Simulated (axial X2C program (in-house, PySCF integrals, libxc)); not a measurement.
**A two-component session on NiSi⁻: properties at the nuclei**

Aim: properties at the nuclei of NiSi⁻, with spin–orbit coupling in the Hamiltonian from the start.

Program: an in-house X2C program for linear molecules on PySCF integrals. Level of theory: two-component X2C with atomic mean-field terms, Ni dyall-acv3z, Si dyall-av3z. These are calculated values, not measurements.

## (1) Input

The input, task.json:

```json
{"zs": [28, 14], "q": -1, "bas": ["dyall-acv3z", "dyall-av3z"], "r0": 2.26, "levels": ["PBE0", "HF", "PBE", "LDA", "BP86"], "nst": 3}
```

Keys: zs atomic numbers; q charge; bas basis sets; r0 starting distance in Å; levels methods (HF also brings MP2); nst determinants followed.

Run with:

```console
$ python soeom.py task.json out
```

Nuclei are Gaussian, cores are contracted, and the Gaunt term is on.

## (2) Expectation values, lowest determinant

R = 2.203 Å. State: Ω = 1/2 (excess of +ω over −ω: ω = 1/2).

Output of the PBE0 run:

```text
two-component X2C + atomic mean field  PBE0
basis functions 183  fitting functions 992  grid points 5078
iter        total energy     max residual
   1      -1806.119828368     6.72e+00
   2      -1807.633389389     5.86e+00
   3      -1808.399252366     4.82e+00
   4      -1809.199442934     3.26e+00
   5      -1809.765494978     7.51e-01
   6      -1809.823969814     4.59e-01
   7      -1809.855247803     2.35e-01
   8      -1809.882383137     2.14e-01
   9      -1809.896446946     1.09e-01
  10      -1809.901397635     7.18e-02
  11      -1809.904157654     6.93e-02
  12      -1809.905567311     3.01e-02
  13      -1809.906517321     1.84e-02
  14      -1809.906828304     1.79e-02
  15      -1809.906916244     3.13e-02
  16      -1809.907032553     1.03e-02
  17      -1809.907058768     1.07e-02
  18      -1809.907076436     4.34e-03
  19      -1809.907083239     2.25e-03
  20      -1809.907086897     1.48e-03
  21      -1809.907090125     1.05e-03
  22      -1809.907092127     1.17e-03
  23      -1809.907093558     8.34e-04
  24      -1809.907095282     1.48e-03
  25      -1809.907096919     1.92e-03
  26      -1809.907097852     2.01e-03
  27      -1809.907098551     2.84e-04
  28      -1809.907099026     5.21e-04
  29      -1809.907099306     4.85e-04
  30      -1809.907099453     5.56e-04
  31      -1809.907099520     4.52e-04
  32      -1809.907099566     7.64e-05
  33      -1809.907099594     1.00e-04
  34      -1809.907099611     1.12e-04
  35      -1809.907099620     7.92e-05
  36      -1809.907099628     4.32e-05
  37      -1809.907099632     3.38e-05
  38      -1809.907099633     2.62e-05
  39      -1809.907099634     2.10e-05
  40      -1809.907099634     2.03e-05
  41      -1809.907099635     8.01e-06
converged
one-electron -2710.05729753  Coulomb 891.10689449  exact exchange -20.69553009  xc functional -63.93587717  nuclear repulsion 94.16135573  atomic mean-field constant -0.48664507
```

The highest occupied spinor is 62% Si p, 20% Ni d, 16% Ni p.

```
level  Eeff magnitude (GV/cm)  Ws magnitude Ni (kHz)  A∥/gI Ni (MHz)  qzz Ni (a.u.)  A∥/gI Si (MHz)  qzz Si (a.u.)
 PBE0                    0.27                  0.225            1660           2.10             238          -0.35
   HF                    1.22                  0.952            1400           0.44             284          -0.10
  PBE                  0.0823                 0.0445             664           2.07             300          -0.70
  LDA                   0.115                 0.0524             434           2.06             295          -0.71
 BP86                  0.0762                 0.0316             567           2.09             290          -0.69
```

Eeff is the effective electric field on the electron dipole moment in this Ω state and Ws the scalar–pseudoscalar constant (defined with the proton number Z and per Ω); A∥ is the parallel hyperfine constant, which follows by multiplying with the nuclear g factor gI = μI/(I μN); qzz is the electric field gradient, eQq0 = 234.96 MHz × Q/barn × qzz. The operators were transformed with the bare-nucleus X2C matrices.

## (3) Expectation values, a higher determinant

R = 2.203 Å. State: Ω = 3/2 (excess of +ω over −ω: ω = 3/2), 0.07 eV above the lowest in the PBE0 search for states (made at or near this distance, with looser thresholds).

Output of the PBE0 run:

```text
two-component X2C + atomic mean field  PBE0
basis functions 183  fitting functions 992  grid points 5078
iter        total energy     max residual
   1      -1806.119025215     6.71e+00
   2      -1807.633845383     5.85e+00
   3      -1808.397495314     4.82e+00
   4      -1809.197159516     3.26e+00
   5      -1809.763109302     7.46e-01
   6      -1809.821374708     4.63e-01
   7      -1809.853309053     2.38e-01
   8      -1809.879996625     2.09e-01
   9      -1809.894072386     1.09e-01
  10      -1809.898910570     7.25e-02
  11      -1809.901585927     6.12e-02
  12      -1809.902936911     3.10e-02
  13      -1809.903852578     3.08e-02
  14      -1809.904158287     1.11e-02
  15      -1809.904280583     1.67e-02
  16      -1809.904355844     7.60e-03
  17      -1809.904389180     2.99e-03
  18      -1809.904397222     6.18e-03
  19      -1809.904402274     4.73e-03
  20      -1809.904406630     2.37e-03
  21      -1809.904409500     1.36e-03
  22      -1809.904411836     1.20e-03
  23      -1809.904413383     1.28e-03
  24      -1809.904415313     1.48e-03
  25      -1809.904416884     8.21e-04
  26      -1809.904417874     8.97e-04
  27      -1809.904418391     7.83e-04
  28      -1809.904418824     4.61e-04
  29      -1809.904419119     2.12e-04
  30      -1809.904419273     1.14e-04
  31      -1809.904419348     1.67e-04
  32      -1809.904419395     1.20e-04
  33      -1809.904419397     1.48e-04
  34      -1809.904419431     1.29e-04
  35      -1809.904419439     1.75e-04
  36      -1809.904419450     4.11e-05
  37      -1809.904419453     3.17e-05
  38      -1809.904419454     3.65e-05
  39      -1809.904419455     1.30e-05
  40      -1809.904419455     1.01e-05
  41      -1809.904419455     6.05e-06
converged
one-electron -2710.05925010  Coulomb 891.11177655  exact exchange -20.69534124  xc functional -63.93631533  nuclear repulsion 94.16135573  atomic mean-field constant -0.48664507
```

The highest occupied spinor is 62% Si p, 21% Ni d, 16% Ni p.

```
level  Eeff magnitude (GV/cm)  Ws magnitude Ni (kHz)  A∥/gI Ni (MHz)  qzz Ni (a.u.)  A∥/gI Si (MHz)  qzz Si (a.u.)
 PBE0                   0.244                 0.0697             133           2.22           -71.4          -0.36
   HF                    1.28                  0.336             158           1.48            -108          -0.11
  PBE                  0.0414                0.00569             111           2.14            16.8          -0.73
  LDA                  0.0777                0.00995             116           2.12            47.6          -0.73
 BP86                  0.0349                 0.0013             122           2.16            31.6          -0.71
```

## (4) Expectation values, a higher determinant

R = 2.203 Å. State: Ω = 1/2 (excess of +ω over −ω: 2 × ω = -1/2, ω = 3/2), 0.28 eV above the lowest in the PBE0 search for states (made at or near this distance, with looser thresholds).

Output of the PBE0 run:

```text
two-component X2C + atomic mean field  PBE0
basis functions 183  fitting functions 992  grid points 5078
iter        total energy     max residual
   1      -1806.168041382     6.87e+00
   2      -1807.588466813     6.01e+00
   3      -1808.314298463     4.96e+00
   4      -1809.121605516     3.55e+00
   5      -1809.759734273     7.74e-01
   6      -1809.766150487     6.71e-01
   7      -1809.792720531     6.70e-01
   8      -1809.846246241     5.23e-01
   9      -1809.876407421     2.50e-01
  10      -1809.884777682     1.54e-01
  11      -1809.890223855     1.04e-01
  12      -1809.892697209     6.06e-02
  13      -1809.893937687     2.52e-02
  14      -1809.894532782     2.82e-02
  15      -1809.894834062     3.57e-02
  16      -1809.894945151     2.96e-02
  17      -1809.895033951     8.21e-03
  18      -1809.895068103     3.34e-03
  19      -1809.895089397     3.19e-03
  20      -1809.895096003     4.05e-03
  21      -1809.895099821     1.91e-03
  22      -1809.895102438     2.37e-03
  23      -1809.895104852     1.22e-03
  24      -1809.895106100     1.36e-03
  25      -1809.895107322     7.34e-04
  26      -1809.895109023     1.08e-03
  27      -1809.895109701     1.72e-03
  28      -1809.895110274     6.11e-04
  29      -1809.895110647     3.64e-04
  30      -1809.895110871     2.89e-04
  31      -1809.895110953     1.81e-04
  32      -1809.895111002     1.74e-04
  33      -1809.895111025     1.20e-04
  34      -1809.895111039     6.00e-05
  35      -1809.895111042     1.22e-04
  36      -1809.895111053     3.96e-05
  37      -1809.895111056     1.70e-05
  38      -1809.895111058     2.27e-05
  39      -1809.895111058     4.29e-05
  40      -1809.895111059     9.87e-06
converged
one-electron -2710.07509917  Coulomb 891.17091964  exact exchange -20.70757879  xc functional -63.95806340  nuclear repulsion 94.16135573  atomic mean-field constant -0.48664507
```

The highest occupied spinor is 68% Si p, 16% Ni p, 15% Ni d.

```
level  Eeff magnitude (GV/cm)  Ws magnitude Ni (kHz)  A∥/gI Ni (MHz)  qzz Ni (a.u.)  A∥/gI Si (MHz)  qzz Si (a.u.)
 PBE0                   0.522                  0.395           -1260           3.23            -237          -0.32
   HF                    1.21                  0.936            -716           2.01            -223          -0.15
  PBE                   0.266                  0.181           -1690           2.81            -229          -0.24
  LDA                   0.221                   0.14           -1950           2.51            -186          -0.19
 BP86                   0.259                  0.171           -1690           2.82            -194          -0.22
```

## (5) What came out

```
                                        quantity                                                  value
                              lowest determinant                Ω = 1/2 (excess of +ω over −ω: ω = 1/2)
                    Eeff magnitude (GV/cm), PBE0                                                   0.27
                     Ws magnitude Ni (kHz), PBE0                                                  0.225
                            A∥/gI Ni (MHz), PBE0                                                   1660
                             qzz Ni (a.u.), PBE0                                                   2.10
                              higher determinant                Ω = 3/2 (excess of +ω over −ω: ω = 3/2)
Eeff magnitude (GV/cm), PBE0, higher determinant                                                  0.244
 Ws magnitude Ni (kHz), PBE0, higher determinant                                                 0.0697
        A∥/gI Ni (MHz), PBE0, higher determinant                                                    133
         qzz Ni (a.u.), PBE0, higher determinant                                                   2.22
                              higher determinant  Ω = 1/2 (excess of +ω over −ω: 2 × ω = -1/2, ω = 3/2)
Eeff magnitude (GV/cm), PBE0, higher determinant                                                  0.522
 Ws magnitude Ni (kHz), PBE0, higher determinant                                                  0.395
        A∥/gI Ni (MHz), PBE0, higher determinant                                                  -1260
         qzz Ni (a.u.), PBE0, higher determinant                                                   3.23
```

**Reading.** In the first state, the effective field runs from 0.0762 to 1.22 GV/cm over the mean-field levels, so the levels don't agree on it. The expectation values come from single determinants, which for open shells can mix terms of unlike spin or miss the lowest Ω, so a determinant need not be a state. Eeff is the effective electric field on the electron dipole moment in this Ω state and Ws the scalar–pseudoscalar constant (defined with the proton number Z and per Ω); A∥ is the parallel hyperfine constant, which follows by multiplying with the nuclear g factor gI = μI/(I μN); qzz is the electric field gradient, eQq0 = 234.96 MHz × Q/barn × qzz. The operators were transformed with the bare-nucleus X2C matrices. A second determinant lies within 0.1 eV of the first, so their order is not settled at this level.
